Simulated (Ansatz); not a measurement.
# Ga4As3P: the band gap up the ladder of functionals

The task here is to estimate one member of a computed series from the others.

Code: Ansatz 0.2.0. PAW datasets, plane waves. All values are calculated for a non-magnetic cell, which may be hypothetical.

**The system as given**

The cell was relaxed beforehand with r2SCAN.

It is orthorhombic, Pmm2 (No. 25); conventional cell a = 3.970 Å, b = 7.938 Å, c = 5.607 Å, 22.09 Å³ an atom. P has 4 Ga at 2.37–2.39 Å; Ga has 2 P at 2.39 Å and 2 As at 2.45 Å; As has 4 Ga at 2.44–2.45 Å; Ga has 1 P at 2.37 Å and 3 As at 2.44–2.46 Å; As has 4 Ga at 2.44–2.46 Å.

Structure file:

```
P Ga As
1.0
     3.97033    0.00000    0.00000
     0.00000    7.93805    0.00000
     0.00000    0.00000    5.60666
P Ga As
1 4 3
Direct
  0.00000 0.00000 0.99993
  0.50000 0.00000 0.76232
  0.00000 0.75674 0.24577
  0.50000 0.50000 0.74606
  0.00000 0.24326 0.24577
  0.50000 0.75372 0.49999
  0.00000 0.50000 0.00017
  0.50000 0.24628 0.49999
```

Set-up of the first run:

Input file input.yaml:

```yaml
crystal:
  lattice:
    - [3.9703273764, 0.0, 0.0]
    - [0.0, 7.9380511619, 0.0]
    - [0.0, 0.0, 5.6066590795]
  atoms:
    - { symbol: P, position: [0.0, 0.0, -7.24647e-05] }
    - { symbol: Ga, position: [0.5, 0.0, 0.7623229516] }
    - { symbol: As, position: [0.5, 0.7537233582, 0.4999858221] }
    - { symbol: Ga, position: [0.0, 0.7567433926, 0.2457707999] }
    - { symbol: As, position: [0.0, 0.5, 0.0001717412] }
    - { symbol: Ga, position: [0.5, 0.5, 0.7460645278] }
    - { symbol: As, position: [0.5, 0.2462766418, 0.4999858221] }
    - { symbol: Ga, position: [0.0, 0.2432566074, 0.2457707999] }
kpoints:
  mp_grid: { grid: [6, 4, 6] }
  band_path:
    path:
      - [[0.0, 0.0, 0.0], [0.5, 2.868127770945e-18, 8.481134113522e-34], [0.5, 0.5, 7.935767501182e-34], [1.457329173998e-35, 0.5, -5.453666123408e-35], [0.0, 0.0, 0.0], [-2.419019944965e-50, -1.633561420725e-51, 0.5], [0.5, 2.868127770945e-18, 0.5], [0.5, 0.5, 0.5], [4.33645937056e-35, 0.5, 0.5], [-2.419019944965e-50, -1.633561420725e-51, 0.5]]
      - [[0.5, 2.868127770945e-18, 8.481134113522e-34], [0.5, 2.868127770945e-18, 0.5]]
      - [[1.457329173998e-35, 0.5, -5.453666123408e-35], [4.33645937056e-35, 0.5, 0.5]]
      - [[0.5, 0.5, 7.935767501182e-34], [0.5, 0.5, 0.5]]
    npoints: 10
hamiltonian:
  xc: pbe
scf:
  occupations: { method: fermi_dirac, width: 0.02 }
  n_extra_bands: 6
output:
  forces: true
  stress: true
  eigenvalues: true
  write_density: true
  write_potential: true
  elf: true
  volumetric_format: npy
```

Started as:

```console
ansatz run input.yaml --threads 4 --pin off --max-ram 6451MiB --backend cpu --events-out ev --progress --plain --runs-dir out
```

Among the steps run: Band structure with PBE; r2SCAN at the same geometry; HSE06 at the same geometry; PBE+SOC at the same geometry; Single point with PBE0.

One table of the session follows, with a row left open; its other results are not shown here.

```
  level  gap (eV)
    PBE      0.76
 r2SCAN      1.26
  HSE06      1.68
PBE+SOC      0.68
   PBE0         ?
```

Estimate the missing values for PBE0.

**Answer.** gap (eV): 2.30. In the column «gap (eV)» it is the highest.

Meshes: PBE 6×4×6, r2SCAN 6×4×6, HSE06 4×2×4, PBE+SOC 6×4×6, PBE0 4×2×4

In words: PBE+SOC gives the least gap, 0.68 eV, and PBE0 the largest, 2.30 eV. Against HSE06, PBE is short by 0.92 eV, at 45 % of it, and r2SCAN 75 %. PBE0 lies 0.62 eV above HSE06, which differs from it by screening the long-range exchange.

Limits of these values: Warnings in the runs' records: stress exchange threshold loose, stress scf threshold loose.
